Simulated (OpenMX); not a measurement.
**HfIn4SiO6 under changes of volume**

One of the cells (20.489 Å³/atom); the others are scaled copies at fixed shape and fractional positions:

```
Hf In Si O
1.0
     5.33162    0.01593   -0.04837
    -2.57933    4.88198   -0.01914
    -1.51813   -1.22216    9.45525
Hf In Si O
1 4 1 6
Direct
  0.23802 0.06928 0.40279
  0.14547 0.57471 0.87038
  0.52445 0.72220 0.34881
  0.57313 0.31316 0.12096
  0.88250 0.38531 0.56415
  0.88112 0.94770 0.03773
  0.26442 0.40613 0.48868
  0.95713 0.78886 0.48788
  0.83989 0.63938 0.98584
  0.99055 0.00270 0.21370
  0.13665 0.20373 0.97864
  0.56667 0.94684 0.00044
```

The cell was built by a generator and needn't be a form met in nature.

```yaml
Program: OpenMX 3.8.5
Functional: LDA
Potentials_or_basis: OpenMX 2013 LDA set, Hf7.0-s3p2d2f1, In7.0-s3p2d2, Si7.0-s2p2d1, O6.0-s2p2d1, fixed grid of 63 × 64 × 126 points
k_mesh: 7 × 7 × 3
Occupations: fermi-dirac, width 0.05 eV
Spin: no spin polarisation
```

```csv
volume (Å³/atom),energy over the lowest point (meV/atom),gap on the mesh (eV),largest force (eV/Å)
19.259,0.00,1.09,0.950
19.669,?,?,?
20.079,5.05,1.05,0.815
20.489,14.45,1.04,0.882
20.898,27.81,1.03,1.272
21.308,44.69,1.01,1.641
```

Task: What does the run at 19.669 Å³/atom give?

Result: Energy over the lowest point 0.06 meV/atom; gap on the mesh 1.07 eV; largest force 0.807 eV/Å.

Worked out: A Birch-Murnaghan fit of order 3 (a polynomial in V^(-2/3)) to the other rows has its minimum at 19.46 Å³/atom with B0 = V·E''(V) = 97 GPa and B' = 4.4 at fixed shape and positions, which overstates the stiffness. It gives 0.05 meV/atom at 19.669 Å³/atom, against the run's 0.06. A straight line through the other rows of the gap, of slope -0.755 eV per unit of ln V, gives 1.07 eV, against the run's 1.07.

Energies are extrapolated to zero smearing.

Caveats: the basis has few d functions beyond the semicore shells, which can make volumes several per cent too large; spin-orbit coupling is left out, which moves the levels of the heavy elements; an odd mesh through Γ misses points on the zone boundary, where band edges often lie; the basis of atomic orbitals isn't converged, which shifts pressures, moduli and gaps; forces of over 1 eV/Å show positions far from the minimum, so gaps and moduli don't describe the material at rest (some runs).
